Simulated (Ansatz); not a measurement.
Consider relaxations under a series of pressures of Ge, space group Cmmm (Ansatz 0.2.0 through its Python package).

`ge_compress.py`:
```python
"""Volume and enthalpy of Ge against pressure."""

import ansatz
import numpy as np

def edges_and_angles(cell):
    cell = np.asarray(cell)
    a, b, c = np.linalg.norm(cell, axis=1)
    cosines = cell[1] @ cell[2] / (b * c), cell[0] @ cell[2] / (a * c), cell[0] @ cell[1] / (a * b)
    return (a, b, c, *np.degrees(np.arccos(cosines)))

lattice = ansatz.Lattice.of(
    (1.397149, -2.600516, 0.0),
    (1.397149, 2.600516, 0.0),
    (0.0, 0.0, 2.698231),
)
sites = [
    ("Ge", (0.5, 0.5, 0.0)),
]
crystal = ansatz.Crystal(lattice=lattice)
for symbol, position in sites:
    crystal = crystal.atom(symbol, position)

calculation = (
    crystal.calculation()
    .occupations("Fermi-Dirac", width=20 * ansatz.meV)
    .functional(ansatz.Functional.LDA)
    .mixing("msr1", ndim=4, beta=0.6)
    .scf(tolerance=1e-05)
    .kpoints(mesh=(12, 12, 11))
    .basis(420)
)

# H = F + PV, with 1 GPa A^3 = 1/160.21766 eV
rows = []
for pressure in [0, 10, 20, 30, 40]:
    result = calculation.relax(cell=True, pressure=pressure, force_tolerance=0.01).run()
    cell = result.lattice.cell_ang
    n_atoms = len(result.lattice.sites)
    volume = abs(np.linalg.det(cell)) / n_atoms
    enthalpy = result.report["free_energy_ev"] / n_atoms + pressure * volume / 160.21766
    rows.append((pressure, volume, enthalpy, *edges_and_angles(cell)))
    print(f"{pressure} GPa done: {volume:.4f} A^3/atom")

print(" P (GPa)  V (A^3/atom)  H (eV/atom)     a       b       c")
for row in rows:
    print("{:8.1f} {:12.4f} {:14.5f} {:7.4f} {:7.4f} {:7.4f}".format(*row[:6]))
p, v = np.array([row[0] for row in rows], float), np.array([row[1] for row in rows])
print("mean bulk modulus between rows (GPa):", np.round(-np.diff(p) / np.diff(np.log(v)), 1))
```

How far does the cell shrink over this series of pressures, and what bulk modulus does the first step imply?

The volume falls from 17.93 Å³ an atom at 0 GPa to 13.74 at 40 GPa, by 23.3 %. Between 0 and 10 GPa, -V dP/dV is about 103 GPa, a mean over that step.

The output:

```console
$ python ge_compress.py
DeckWarning: scf.convergence.dr2_threshold = 1e-5 eV is looser than this run's default, which is 1e-7 eV or tighter. The error in the forces grows as the threshold's square root, so leave the key out unless less accurate forces are enough
DeckWarning: relax.cell: scf.convergence.dr2_threshold = 1e-5 eV is looser than the 1e-10 eV advised for a relaxation that steers and ends on the stress (1e-10 eV for each atom of the cell: 1). What an SCF threshold leaves in a stress goes as its square root, and in the free energy as the threshold itself, and one threshold admits the most on a small cell: of the crystals measured, under no hybrid functional and no lock of the moments, on runs that ended without the residual-converged pass, on [...]
0 GPa done: 17.9271 A^3/atom
10 GPa done: 16.2703 A^3/atom
20 GPa done: 15.2073 A^3/atom
30 GPa done: 14.4058 A^3/atom
40 GPa done: 13.7434 A^3/atom
 P (GPa)  V (A^3/atom)  H (eV/atom)     a       b       c
     0.0      17.9271    -4215.52635  2.8123  2.8123  2.6385
    10.0      16.2703    -4214.46283  2.7163  2.7163  2.5558
    20.0      15.2073    -4213.48251  2.6461  2.6461  2.5079
    30.0      14.4058    -4212.55911  2.5974  2.5974  2.4656
    40.0      13.7434    -4211.68105  2.5530  2.5530  2.4225
mean bulk modulus between rows (GPa): [103.1 148.  184.7 212.4]
```
(Warnings from the package without file and line, shortened.)

What to keep in mind:
- The settings weren't tested for convergence.
- At a fixed pressure a relaxation lowers the enthalpy F + PV, while F alone can rise.
- The mesh is modest for a metal, so energies can be off by several to tens of meV an atom and pressures by half a GPa or more; differences at equal mesh fare better.
- This isn't the structure that Ge takes at ambient conditions.
- Symmetry holds the cell in this phase, whether or not it is the stable one at each pressure.
- Run time: 110 s on 1 thread of Arm Neoverse V1, on a shared host, peak memory 0.41 GiB.
